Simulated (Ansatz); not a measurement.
What does this script print? It uses Ansatz's Python interface.

Input file `ch5ssb.xyz`:
```text
8

S    -1.86540    0.22200   -0.04590
C    -0.11490    0.47160   -0.08340
Sb    0.76210   -0.95880    1.24410
H    -2.03550    1.31560   -0.99190
H     0.15240    1.49400    0.22930
H     0.26860    0.32300   -1.11290
H     2.41480   -0.66230    0.57380
H     0.51010   -2.26210    0.13100
```

Script `pa_ch5ssb.py`:
```python
"""Adding a proton to CH5SSb."""

import ansatz as az
import numpy as np

BASIS_SET = "def2-SVP"
XC = "r2SCAN"
NET_CHARGE = 1
FORCE_TOL = 0.01

molecule = az.Crystal.molecule_from_extxyz("ch5ssb.xyz")

calculation = (
    molecule.calculation()
    .basis(gaussian=BASIS_SET)
    .functional(XC)
)
symbols = [site.symbol for site in molecule.cartesian_sites]
start = np.array([site.position_ang for site in molecule.cartesian_sites], dtype=float)
r = calculation.relax(force_tolerance=0.01).run(threads=1).report
end = np.array(r["positions_ang"])

# start the new hydrogen opposite the existing bonds
away = sum((end[0] - end[j]) / np.linalg.norm(end[0] - end[j]) for j in [1, 3]) + np.array([0.15, 0.1, -0.2])
proton = end[0] + 1.4 * away / np.linalg.norm(away)
acid = az.Crystal.molecule()
for symbol, place in zip(symbols, end):
    acid = acid.atom(symbol, place.tolist())
acid = acid.atom("H", proton.tolist())
protonated = (
    acid.calculation()
    .basis(gaussian=BASIS_SET)
    .functional(XC)
    .charge(NET_CHARGE)
    .relax(force_tolerance=FORCE_TOL, max_steps=80)
)
after = protonated.run(threads=1).report
xyz = np.array(after["positions_ang"])
reach = np.linalg.norm(xyz[:-1] - xyz[-1], axis=1)
print(f"base {r['free_energy_ev']:.5f} eV, protonated {after['free_energy_ev']:.5f} eV")
print(f"the proton ends {reach.min():.3f} A from {symbols[reach.argmin()]}{reach.argmin()}")
print(f"electronic proton affinity {96.485332 * (r['free_energy_ev'] - after['free_energy_ev']):.1f} kJ/mol")
```

```console
$ python pa_ch5ssb.py
base -18487.53212 eV, protonated -18496.03608 eV
the proton ends 1.362 A from S0
electronic proton affinity 820.5 kJ/mol
```

Reading the output:
- Total energies depend on the basis set; only differences at equal settings carry meaning.
- The proton is put on one chosen atom, which needn't be the most basic site, so the molecule's proton affinity can be higher; the ends are stationary points, not checked by frequencies, and zero-point and thermal terms count only where printed.
- def2 sets replace the cores of elements past krypton by effective core potentials.
- Wall time of the script: 120 s on 1 thread of AMD EPYC 7B13 (Zen 3), with other jobs on the host, peak memory 0.22 GiB.
